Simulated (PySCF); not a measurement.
# SiH2SOF (SMILES O[SiH](F)[S]): U-wB97-D4/pc-1 (density fitting)

Aim: the electrostatic solvation energy at fixed shape (IEF-PCM, acetonitrile) of SiH2SOF at U-wB97-D4/pc-1 (density fitting), from 2 runs. 

The results are computed with PySCF 2.14.0.

2 further runs of the same task are left out: 2 set aside as unsound or not needed.

### Step 1. The structure to begin with

The species is SiH2SOF (6 atoms), meant as a doublet with charge 0. As SMILES, `O[SiH](F)[S]`. The shape is that of a PBE0-D4/def2-TZVP optimisation. This is one conformer, not always the lowest.

Bond lengths: O1–Si2 1.625 Å, Si2–F3 1.592 Å, Si2–S4 2.123 Å, O1–H5 0.960 Å, Si2–H6 1.470 Å. Angles: O1–Si2–F3 112.7°, O1–Si2–S4 109.7°, F3–Si2–S4 105.0°, O1–Si2–H6 106.2°, F3–Si2–H6 107.9°, S4–Si2–H6 115.5°, Si2–O1–H5 118.3°.

### Step 2. Energy and gradient at U-wB97-D4/pc-1 (density fitting)

input.py reads:

```python
from pyscf import gto, dft
from pyscf import df

mol = gto.M(
    atom=[
    ('O', (-0.201900, 0.411200, -1.237800)),
    ('Si', (-0.177400, 0.029600, 0.341700)),
    ('F', (0.803100, 0.959700, 1.183300)),
    ('S', (0.582400, -1.937100, 0.591900)),
    ('H', (0.579700, 0.224600, -1.762500)),
    ('H', (-1.543700, 0.248100, 0.837300)),
],
    basis='pc-1',
    max_memory=1860,
    verbose=3,
    charge=0,
    spin=1,
)

calc0 = dft.UKS(mol, xc='wb97')
calc0 = calc0.density_fit(auxbasis=df.aug_etb(mol, beta=2.0))
calc0.max_cycle = 100
calc0.disp = 'd4'
calc0.kernel()

energy = calc0.e_tot
print(f'total energy: {energy:.8f} hartree')
grad = calc0.nuc_grad_method().kernel()
```

On the command line:

```bash
$ OMP_NUM_THREADS=1 python input.py
```

The log of the run:

```text
converged SCF energy = -863.969137170032  <S^2> = 0.75357837  2S+1 = 2.0035752
total energy: -863.96913717 hartree
--------------- DFUKS gradients ---------------
         x                y                z
0 O    -0.0002630244    -0.0060802549     0.0084274151
1 Si     0.0145998624     0.0148980852    -0.0023084293
2 F    -0.0137611031    -0.0166862406    -0.0089986865
3 S     0.0032839681     0.0030431254    -0.0013606545
4 H    -0.0034281311     0.0001005471     0.0056717612
5 H    -0.0006915441     0.0046851550    -0.0014810927
----------------------------------------------
```

Run time: 19 s. Hardware: 1 thread of Arm Neoverse V1, shared host; peak memory 0.73 GiB.

### Step 3. Energy and forces at U-wB97-D4/pc-1 (density fitting, IEF-PCM acetonitrile)

job.py reads:

```python
import pyscf.grad
from pyscf import gto, dft, solvent
from pyscf import df

mol = gto.M(
    atom=[
    ('O', (-0.201900, 0.411200, -1.237800)),
    ('Si', (-0.177400, 0.029600, 0.341700)),
    ('F', (0.803100, 0.959700, 1.183300)),
    ('S', (0.582400, -1.937100, 0.591900)),
    ('H', (0.579700, 0.224600, -1.762500)),
    ('H', (-1.543700, 0.248100, 0.837300)),
],
    spin=1,
    max_memory=1860,
    verbose=3,
    basis='pc-1',
)

ks = dft.UKS(mol)
ks.xc = 'wb97'
ks = ks.density_fit(auxbasis=df.aug_etb(mol, beta=2.0))
ks = ks.PCM()
ks.with_solvent.method = 'IEF-PCM'
ks.with_solvent.eps = 35.688
ks.max_cycle = 100
ks.disp = 'd4'
ks.kernel()

etot = ks.e_tot
print('E(%s) = %.9f' % ('WB97', etot))
grad = ks.Gradients().kernel()
```

On the command line:

```bash
$ OMP_NUM_THREADS=1 python job.py
```

The log of the run:

```text
WARN: PCM is an experimental feature. It is still in testing.
Features and APIs may be changed in the future.

WARN: HOMO -0.324461978762025 >= LUMO -0.324461978762024

converged SCF energy = -863.97895993639  <S^2> = 0.7535603  2S+1 = 2.0035571
E(WB97) = -863.978959936
--------------- PCMDFUKS (+PCM) gradients ---------------
         x                y                z
0 O     0.0047198158    -0.0081139529     0.0048822719
1 Si     0.0189819161     0.0161527316     0.0036318662
2 F    -0.0170976732    -0.0180950714    -0.0117342226
3 S     0.0021513691     0.0036864428    -0.0028465178
4 H    -0.0078452158     0.0015204242     0.0076172133
5 H    -0.0011658210     0.0048124349    -0.0015955558
----------------------------------------------
```

Wall time 49 s (1 thread of Arm Neoverse V1, shared host); peak memory 0.77 GiB.

### Step 4. Summary of results

At U-wB97-D4/pc-1 (density fitting):

| quantity | value |
| --- | --- |
| gas phase: total energy | -863.96914 Eh |
| gas phase: dipole moment | 1.09 D |
| gas phase: HOMO energy (highest over α and β) | -10.43 eV |
| gas phase: LUMO energy (lowest over α and β) | -2.80 eV |
| gas phase: dispersion energy | -0.55 kJ/mol |
| gas phase: ⟨S²⟩ | 0.754 |
| gas phase: largest force on an atom | 1.205 eV/Å |
| IEF-PCM, acetonitrile: total energy | -863.97896 Eh |
| IEF-PCM, acetonitrile: dipole moment | 1.27 D |
| IEF-PCM, acetonitrile: HOMO energy (highest over α and β) | -10.38 eV |
| IEF-PCM, acetonitrile: LUMO energy (lowest over α and β) | -2.59 eV |
| IEF-PCM, acetonitrile: dispersion energy | -0.55 kJ/mol |
| IEF-PCM, acetonitrile: solvent term in the energy | -27.4 kJ/mol |
| IEF-PCM, acetonitrile: ⟨S²⟩ | 0.754 |
| IEF-PCM, acetonitrile: largest force on an atom | 1.415 eV/Å |
| energy change from gas to solvent at fixed shape | -0.267 eV |

The solvent model (IEF-PCM, acetonitrile) lowers the energy by 0.27 eV (−6.2 kcal/mol) at the same shape. It holds the electrostatic part alone, without cavity or dispersion terms. The largest force (IEF-PCM, acetonitrile) is 1.42 eV/Å: the shape isn't a stationary point for this species at this level. The largest force (gas phase) is 1.20 eV/Å: the shape isn't a stationary point for this species at this level.
